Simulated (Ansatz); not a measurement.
# Al2O3: the cost of one run

Computed with Ansatz 0.2.0 (DFT LDA, scalar-relativistic, plane waves, PAW, unless a step's input says otherwise).

1 further run of the same task is left out (set aside as unsound or not needed). Runs told in other sessions of the task aren't counted.

## Step 1: The starting structure

Symmetry: Pnnm, No. 58, orthorhombic system. Conventional cell: a = 4.593 Å, b = 9.573 Å, c = 2.975 Å, α = 90.00°, β = 90.00°, γ = 90.00°. Al (site symmetry m) is surrounded by 4 O at 1.67 to 1.79 Å. Around O (site symmetry m) lie 3 Al at 1.78 to 1.79 Å. O (site symmetry 2/m) is surrounded by 2 Al at 1.67 Å.

Coordinates:

```xyz
10
Lattice="4.5926 0.0000 0.0000 0.0000 9.5731 0.0000 0.0000 0.0000 2.9746" Properties=species:S:1:pos:R:3 pbc="T T T"
Al    1.9008    3.1687    1.4873
Al    2.6918    6.4044    1.4873
Al    4.1971    1.6179    0.0000
Al    0.3955    7.9553    0.0000
O     3.3597    2.1318    1.4873
O     0.0000    0.0000    0.0000
O     3.5291    6.9184    0.0000
O     1.0634    2.6548    0.0000
O     1.2329    7.4413    1.4873
O     2.2963    4.7866    1.4873
```

It goes back to an entry of the Materials Project, which need not be the stable form.

It is the result of an earlier relaxation at this level (volume 13.08 Å³/atom; gap on the mesh: 3.47 eV).

## Step 2: Zero of energy

The reference gives a free energy of -5397.7705 eV, pressure -0.03 GPa, largest force 0.003 eV/Å and gap on the mesh 3.47 eV. It was computed beforehand with the settings of the runs below.

## Step 3: Setting up energy and stress against strain

The cell is strained by ε times the Voigt pattern (1, -1, 0, 0, 0, 0) (xx, yy, zz, yz, xz, xy; engineering shear), with fractional coordinates fixed (clamped ions). The stress on the pattern is the sum of the stress components weighted by it, tension positive.

## Step 4: Point ε = -0.0400

The input, input.yaml:

```yaml
crystal:
  lattice:
    - [4.4088822837, 0.0, 0.0]
    - [0.0, 9.9560459829, 0.0]
    - [0.0, 0.0, 2.9745879034]
  atoms:
    - { symbol: Al, position: [0.4138788494, 0.3309999366, 0.5] }
    - { symbol: Al, position: [0.5861211506, 0.6690000634, 0.5] }
    - { symbol: Al, position: [0.9138788494, 0.1690000634, 0.0] }
    - { symbol: Al, position: [0.0861211506, 0.8309999366, 0.0] }
    - { symbol: O, position: [0.7315554251, 0.2226862107, 0.5] }
    - { symbol: O, position: [0.0, 0.0, 0.0] }
    - { symbol: O, position: [0.7684445749, 0.7226862107, 0.0] }
    - { symbol: O, position: [0.2315554251, 0.2773137893, 0.0] }
    - { symbol: O, position: [0.2684445749, 0.7773137893, 0.5] }
    - { symbol: O, position: [0.5, 0.5, 0.5] }
basis:
  ecutwfc: 420
kpoints:
  mp_grid: { grid: [6, 4, 8] }
hamiltonian:
  xc: lda
scf:
  occupations: { method: gaussian, width: 0.05 }
output:
  forces: true
  stress: true
  eigenvalues: true
```

On the command line:

```
$ ansatz run input.yaml --threads 2 --pin off --max-ram 5120MiB --backend cpu --events-out ev --progress --plain --runs-dir out
```

**Question.** How long does this run take on 2 threads of AMD EPYC 9R45 (Zen 5), shared host, and how much memory does it need?

About 2.1 s, with a peak of 0.53 GiB.
